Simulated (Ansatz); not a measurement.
**HfCl₃F: how energies converge with the basis set**

One table from this session's results is given with a row withheld; the runs are named, their logs left out.

Method: one geometry, several basis sets; program: Ansatz 0.2.0, Gaussian basis.

Levels to be run: PBE0-D4/def2-SVP; ωB97M-V/def2-SVP; PBE0-D4/def2-QZVPP; ωB97M-V/def2-QZVPP; the functionals' def2-TZVPP values are taken from earlier runs.

## The relaxed structure

All runs share one geometry, relaxed beforehand with PBE0-D4 in a triple-zeta def2 set. Hf takes the def2 core potential; no spin-orbit term is included.

SMILES `[F][Hf]([Cl])([Cl])[Cl]`, 5 atoms, charge 0, spin multiplicity 1.

Atoms are counted from 1 here; the program's logs count them from 0.

Bond lengths: F1–Hf2 1.881 Å, Hf2–Cl3 2.324 Å, Hf2–Cl4 2.324 Å, Hf2–Cl5 2.324 Å. Angles: F1–Hf2–Cl3 108.9°, F1–Hf2–Cl4 108.9°, F1–Hf2–Cl5 108.9°, Cl3–Hf2–Cl4 110.1°, Cl3–Hf2–Cl5 110.1°, Cl4–Hf2–Cl5 110.1°.

The first run:

Contents of in.yaml:

```yaml
crystal:
  periodic: [false, false, false]
  atoms:
    - {symbol: F, position_ang: [-0.427172, -0.298812, 1.876661]}
    - {symbol: Hf, position_ang: [-0.006753, -0.025550, 0.063665]}
    - {symbol: Cl, position_ang: [1.826649, -1.342608, -0.489354]}
    - {symbol: Cl, position_ang: [-1.840392, -0.626715, -1.231803]}
    - {symbol: Cl, position_ang: [0.497568, 2.219985, -0.260569]}
basis:
  gaussian: {orbitals: def2-SVP}
hamiltonian: {xc: pbe0, dispersion: d4}
output: {orbitals: {seedname: orbitals}}
```

Run with:

```sh
> ansatz run in.yaml --threads 4 --pin off --events-out ev --progress --plain --max-ram 10444MiB
```

Steps of the session up to this table: PBE0-D4 in def2-SVP; ωB97M-V in def2-SVP; PBE0-D4 in def2-QZVPP; ωB97M-V in def2-QZVPP.

One of the session's tables, all rows but one given; the rest of the session is left out.

It belongs to the step «Density functionals: the series». 

```
functional       basis  HOMO (eV)  LUMO (eV)
   PBE0-D4    def2-SVP      -9.72      -1.91
   PBE0-D4  def2-TZVPP      -9.70      -1.88
   PBE0-D4  def2-QZVPP      -9.72      -1.91
   ωB97M-V    def2-SVP     -11.87       0.29
   ωB97M-V  def2-TZVPP     -11.90       0.26
   ωB97M-V  def2-QZVPP          ?          ?
```

**Question.** Estimate the row for ωB97M-V, def2-QZVPP.

The run gave: HOMO (eV): -11.93; LUMO (eV): 0.20. In the column «HOMO (eV)» it is the lowest.
